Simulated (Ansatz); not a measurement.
# CCl2FGeNO: the cost of one run

Computed with Ansatz 0.2.0, Gaussian basis. Level: the settings change from run to run.

## (1) The relaxed structure

The geometry comes from an earlier relaxation with PBE0-D4 in a triple-zeta def2 set; it is a stationary point, not always the lowest conformer.

SMILES `O=C=[N][Ge]([F])([Cl])[Cl]`, 7 atoms, charge 0, spin multiplicity 1.

Atoms are counted from 1 here; the program's logs count them from 0.

Bond lengths: O1–C2 1.158 Å, C2–N3 1.207 Å, N3–Ge4 1.793 Å, Ge4–F5 1.706 Å, Ge4–Cl6 2.108 Å, Ge4–Cl7 2.108 Å. Angles: O1–C2–N3 175.8°, C2–N3–Ge4 136.7°, N3–Ge4–F5 105.7°, N3–Ge4–Cl6 111.8°, N3–Ge4–Cl7 111.8°, F5–Ge4–Cl6 108.1°, F5–Ge4–Cl7 108.1°, Cl6–Ge4–Cl7 111.2°.

As a file:

```xyz
7
charge 0, multiplicity 1
O    -2.2604    1.2973    1.3800
C    -1.5989    0.6087    0.7255
N    -0.9831   -0.1523    0.0188
Ge    0.7316   -0.4115   -0.4366
F     0.7271   -1.7325   -1.5167
Cl    1.9122   -0.9339    1.2297
Cl    1.5328    1.2562   -1.4465
```

## (2) PBE0-DH/x2c-TZVPPall

Set apart from the defaults: charge -1, multiplicity 2, high accuracy.

in.yaml

```yaml
crystal:
  periodic: [false, false, false]
  atoms:
    - {symbol: O, position_ang: [-2.260434, 1.297316, 1.380033]}
    - {symbol: C, position_ang: [-1.598896, 0.608669, 0.725544]}
    - {symbol: N, position_ang: [-0.983129, -0.152316, 0.018758]}
    - {symbol: Ge, position_ang: [0.731597, -0.411500, -0.436554]}
    - {symbol: F, position_ang: [0.727100, -1.732471, -1.516743]}
    - {symbol: Cl, position_ang: [1.912191, -0.933923, 1.229697]}
    - {symbol: Cl, position_ang: [1.532770, 1.256226, -1.446534]}
basis:
  gaussian: {orbitals: x2c-TZVPPall}
total_charge: -1
magnetization: {spin_polarized: true, initial_magnetization: 1}
hamiltonian: {xc: {name: PBE0-DH}}
accuracy: high
output: {forces: true}
```

Launch:

```bash
$ ansatz run in.yaml --threads 2 --pin off --events-out ev --progress --plain --max-ram 32768MiB --backend cpu
```

**Question.** How long does this run take on 2 threads of AMD EPYC 7R13, shared host, and how much memory does it need?

About 3.4 min, with a peak of 2.8 GiB.
